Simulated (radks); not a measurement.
# Tm⁴⁺ in [Kr] 4d10 4f11 5s2 5p5.75 5f0.25: an all-electron calculation

Wanted: eigenvalues, radial structure and energy terms of the thulium ion Tm4+.

Method: scalar-relativistic Kohn-Sham, Wu-Cohen GGA, spin-polarised, spherical densities, finite nucleus; open shells are filled with parallel spins first. Code: radks (a radial shooting solver on a logarithmic mesh, Libxc functionals) version 1.

### 1 The system

```
element            : thulium (Z = 69)
charge             : +4
electrons          : 65
configuration      : [Kr] 4d10 4f11 5s2 5p5.75 5f0.25
nuclear rms radius : 5.2256 fm
```

### 2 Self-consistent calculation

The run's settings:

```text
Z 69
configuration [Kr] 4d10 4f11 5s2 5p5.75 5f0.25 6s0 5d0
relativity scalar-relativistic
functional wc,pbe
spin polarised
nucleus finite rms 5.2256 fm
c 137.035999084
```

**Question.** What will this run give?

The runs gave:

| quantity | value |
| --- | --- |
| total energy | -13561.1736 hartree |
| exchange-correlation share of it | 2.08 % |
| −T/E | 1.0867 |
| highest occupied level | 5f up, -17.310 eV |
| most extended occupied level | 5f up, <r> = 3.60 bohr |
| radius at density 0.001 e/bohr³ | 3.17 bohr |
| maxima of the radial density | 4 |

What this shows: The radial density shows 4 maxima for 5 occupied principal shells; where shells overlap, one shows as a shoulder or not at all. −T/E is 1.087: with relativity the kinetic term as defined here no longer equals −E. This is not the tabulated ground configuration, so its levels and sizes aren't those of the ground state, and no measured value stands beside it.
